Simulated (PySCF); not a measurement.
# SnAs: bond curves at several levels of theory

An exercise on one series of results from a longer session: the logs are not shown, and one member is left open.

Method: Sn def2-SVP with ECP28, As def2-SVP, scalar-relativistic core potentials; program: PySCF 2.14.0.

The first run:

Settings of the job:

```yaml
atoms: Sn, As
charge: 0
basis: Sn def2-SVP with ECP28, As def2-SVP
Hamiltonian: scalar-relativistic core potentials
basis_functions: 58
electrons_treated: 55
masses_in_u: 119.9022, 74.9216
levels: PBE0, PBE, r²SCAN, TPSSh, PBEsol, r²SCANh, HF, MP2, SCS-MP2
grid: 80 radial by 434 angular points
occupations: held fixed by the projection of orbital angular momentum
dissociation_limit: Sn + As, each in its ground configuration
starting_distance_in_angstrom: 2.525
values_of_2S_to_try: 1, 3, 5
```

On the command line:

```sh
> OMP_NUM_THREADS=1 python dia.py task.json out
```

Among the steps run: The job; The PBE0 curve of the state that the search chose; Higher solutions at PBE0; PBE (GGA); r²SCAN; TPSSh; PBEsol; r²SCANh (hybrid meta-GGA); UHF (mean field).

One of the session's tables, all rows but one given; the rest of the session is left out.

| level | Re (Å) | ωe (cm⁻¹) | De (eV) | μ (D) |
| --- | --- | --- | --- | --- |
| PBE | 2.476 | 275.0 | 2.93 | -1.53 |
| PBEsol | 2.456 | 282.4 | 3.16 | -1.47 |
| r²SCAN | 2.450 | 284.5 | 2.66 | -1.69 |
| TPSSh | 2.452 | 286.3 | 2.69 | -1.73 |
| r²SCANh | ? | ? | ? | ? |
| PBE0 | 2.442 | 290.0 | 2.56 | -1.76 |

**Question.** Estimate the row for r²SCANh.

**Answer.** Re (Å): 2.442; ωe (cm⁻¹): 284.4; De (eV): 2.55; μ (D): -1.74.

De is counted to Sn + As in their ground configurations. A positive dipole means Sn(−)As(+). No constants: UHF (the points don't follow one smooth fit); UHF-MP2 (the points don't follow one smooth fit); UHF-SCS-MP2 (the points don't follow one smooth fit).

Time per point (s) on 1 thread of Arm Neoverse V1, shared host (CPU time, shared integrals of 0.29 s apart; correlated levels include their reference); the times are rough: PBE 1, PBEsol 0.75, r²SCAN 1.4, TPSSh 1.6, r²SCANh 1.6, PBE0 1.6.

Caveats from the session: Lowest PBE0 solution found, without spin–orbit coupling: ²Π (doublet), unpaired electrons π ↑. Warnings in the runs' records: inverted.
